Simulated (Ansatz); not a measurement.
# ClF2GeH5: the cost of one run

The runs use Ansatz 0.2.0, Gaussian basis; PBE0-D4, def2-SVP first, then def2-TZVP.

190 further runs of the same task are left out: 190 set aside as unsound or not needed. Runs told in other sessions of the task aren't counted.

**1. The system as given**

The guess: 9 atoms, charge 0, spin multiplicity 1.

Atoms are counted from 1 here; the program's logs count them from 0.

Bond lengths: Ge1–Cl2 2.310 Å, Ge1–H3 1.491 Å, Ge1–H4 1.540 Å, Ge1–H5 1.491 Å, Cl2–H8 1.353 Å, H6–F9 1.061 Å. Angles: Cl2–Ge1–H3 109.0°, Cl2–Ge1–H4 89.7°, Cl2–Ge1–H5 109.0°, H3–Ge1–H4 108.0°, H3–Ge1–H5 126.8°, H4–Ge1–H5 108.0°, Ge1–Cl2–H8 104.5°.

Coordinates:

```xyz
9
ClF2GeH5
Ge   -0.8008   -1.0303   -0.2973
Cl    0.0668   -0.1200    1.6404
H     0.2966   -1.6963   -1.0557
H    -1.5201   -2.1047    0.5388
H    -1.8343   -0.1072   -0.8477
H     1.0809    1.5039   -0.4660
F     0.4078    0.7018   -1.1487
H     0.8137    0.9259    1.2186
F     1.4894    1.9269    0.4176
```

Distances that are to change: Ge1–F7 2.28 Å, H6–F9 1.06 Å, Cl2–H8 1.35 Å, Ge1–Cl2 2.31 Å, H6–F7 1.25 Å, H8–F9 1.45 Å.

**2. Constrained relaxation of the guess**

hold/in.yaml reads:

```yaml
crystal:
  periodic: [false, false, false]
  atoms:
    - {symbol: Ge, position_ang: [-0.800800, -1.030300, -0.297300]}
    - {symbol: Cl, position_ang: [0.066800, -0.120000, 1.640400]}
    - {symbol: H, position_ang: [0.296600, -1.696300, -1.055700]}
    - {symbol: H, position_ang: [-1.520100, -2.104700, 0.538800]}
    - {symbol: H, position_ang: [-1.834300, -0.107200, -0.847700]}
    - {symbol: H, position_ang: [1.080900, 1.503900, -0.466000]}
    - {symbol: F, position_ang: [0.407800, 0.701800, -1.148700]}
    - {symbol: H, position_ang: [0.813700, 0.925900, 1.218600]}
    - {symbol: F, position_ang: [1.489400, 1.926900, 0.417600]}
basis:
  gaussian: {orbitals: def2-SVP}
hamiltonian: {xc: pbe0, dispersion: d4}
relax: {f_tol: 0.04, max_steps: 150, escape_saddle: false, constraints: [{distance: [0, 6]}, {distance: [5, 8]}, {distance: [1, 7]}, {distance: [0, 1]}, {distance: [5, 6]}, {distance: [7, 8]}]}
```

On the command line:

```console
$ ansatz run in.yaml --threads 8 --pin off --events-out ev --progress --plain --max-ram 19148MiB
```

**Question.** How long does this run take on 8 threads of Arm Neoverse V2, shared host?

About 4.7 s.
